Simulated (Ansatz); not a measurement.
# FeNi2 under changes of volume

One of the cells (11.710 Å³/atom); the others are scaled copies at fixed shape and fractional positions:

```
Ni Fe
1.0
     0.00000    3.27508    3.27508
     3.27508    0.00000    3.27508
     3.27508    3.27508    0.00000
Ni Fe
4 2
Direct
  0.62500 0.62500 0.62500
  0.12500 0.62500 0.62500
  0.62500 0.12500 0.62500
  0.62500 0.62500 0.12500
  0.00000 0.00000 0.00000
  0.25000 0.25000 0.25000
```

The cell comes from a database or a generator and needn't be the stable form of this composition.

| Item | Value |
| --- | --- |
| Program | Ansatz 0.2.0 |
| Functional | PBE |
| Potentials or basis | Ansatz PAW |
| Cutoff | 420 eV (not typed: the program's choice for these potentials) |
| k mesh | 7 × 7 × 7 |
| Occupations | fermi-dirac, width 0.05 eV |
| Spin | collinear spin, ferromagnetic start |
| Starting moments | [1.0, 1.0, 1.0, 1.0, 3.0, 3.0] μB |

```csv
volume (Å³/atom),energy over the lowest point (meV/atom),pressure (GPa),moment (μB per cell)
11.007,?,?,?
11.241,10.65,7.9,7.83
11.475,2.41,3.7,7.87
11.710,0.00,-0.1,7.91
11.944,2.82,-3.4,7.96
12.178,10.28,-6.4,8.02
12.412,21.84,-9.0,8.08
```

Question: What does the run at 11.007 Å³/atom give?

Answer: Energy over the lowest point 25.40 meV/atom; pressure 12.6 GPa; moment 7.78 μB per cell.

Worked out: A Birch-Murnaghan fit of order 3 (a polynomial in V^(-2/3)) to the other rows has its minimum at 11.70 Å³/atom with B0 = V·E''(V) = 179 GPa and B' = 4.8. It gives 25.47 meV/atom at 11.007 Å³/atom, against the run's 25.40, and -dE/dV = 12.6 GPa, against 12.6. A parabola through the other rows of the moment, of slope 0.117 μB per Å³/atom there, extrapolates to 7.80 μB, against the run's 7.78.

Energies are extrapolated to zero smearing.
